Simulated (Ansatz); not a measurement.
**Zr (Zirconium): properties at the relaxed cell**

The task here is to estimate one member of a computed series from the others.

Computed with Ansatz 0.2.0 (DFT PBE, scalar-relativistic, plane waves, PAW, unless a step's input says otherwise).

### The starting structure

It takes space group P6_3/mmc (No. 194, hexagonal). Conventional cell: a = 3.233 Å, b = 3.233 Å, c = 5.169 Å, α = 90.00°, β = 90.00°, γ = 120.00°. Zr (site symmetry -6m2) has 12 Zr at 3.19 to 3.23 Å as nearest neighbours.

As a file:

```cif
data_structure
_symmetry_space_group_name_H-M 'P6_3/mmc'
_symmetry_Int_Tables_number 194
_cell_length_a 3.2328
_cell_length_b 3.2328
_cell_length_c 5.1691
_cell_angle_alpha 90.000
_cell_angle_beta 90.000
_cell_angle_gamma 120.000
_cell_volume 46.78
loop_
_atom_site_label
_atom_site_type_symbol
_atom_site_symmetry_multiplicity
_atom_site_Wyckoff_symbol
_atom_site_fract_x
_atom_site_fract_y
_atom_site_fract_z
_atom_site_occupancy
Zr1 Zr 2 c 0.33333 0.66667 0.25000 1
```

It is the result of an earlier relaxation at this level (volume 23.39 Å³/atom; gap on the mesh: none (metal)).

Set-up of the first run:

input.yaml reads:

```yaml
crystal:
  lattice:
    - [3.232, 0.0, 0.0]
    - [-1.616, 2.798994105, 0.0]
    - [0.0, 0.0, 5.147]
  atoms:
    - { symbol: Zr, position: [0.3333333333, 0.6666666667, 0.25] }
    - { symbol: Zr, position: [0.6666666667, 0.3333333333, 0.75] }
basis:
  ecutwfc: 420
kpoints:
  mp_grid: { grid: [15, 15, 8] }
hamiltonian:
  xc: pbe
scf:
  occupations: { method: gaussian, width: 0.1 }
output:
  forces: true
  stress: true
  eigenvalues: true
  populations: true
```

Run with:

```
$ ansatz run input.yaml --threads 1 --pin off --max-ram 2560MiB --backend cpu --events-out ev --progress --plain --runs-dir out
```

Among the steps run: Back to the database's cell; The cell scaled to 0.97 of its volume; Point at V/V0 = 1.03; The cell scaled to 0.94 of its volume; The cell scaled to 1.06 of its volume; Volume × 0.91; The cell scaled to 1.10 of its volume; Volume × 0.88.

One of the session's tables, all rows but one given; the rest of the session is left out.

It belongs to the step «Fit of the equation of state». 

| volume (Å³/atom) | energy above the lowest point (meV/atom) | pressure (GPa) |
| --- | --- | --- |
| 20.585 | 115.7 | 14.37 |
| 21.287 | 62.4 | 10.12 |
| 21.989 | 26.5 | 6.33 |
| 22.690 | 6.3 | 2.95 |
| 23.392 | 0.0 | -0.03 |
| 24.094 | 6.0 | -2.66 |
| 24.796 | ? | ? |
| 25.731 | 59.8 | -7.61 |

**Question.** Estimate the row for volume (Å³/atom) = 24.796.

Worked estimate for «energy above the lowest point (meV/atom)». A straight line through the neighbours (24.094, 6.0) and (25.731, 59.8) gives 6.0 + (59.8 − 6.0) × (24.796 − 24.094) / (25.731 − 24.094) = 29.1; a parabola fitted to 3 rows on both sides gives 22.2.

The run gave: energy above the lowest point (meV/atom): 22.8; pressure (GPa): -4.97. In «energy above the lowest point (meV/atom)» the line misses by +6.3 and the parabola by -0.6.
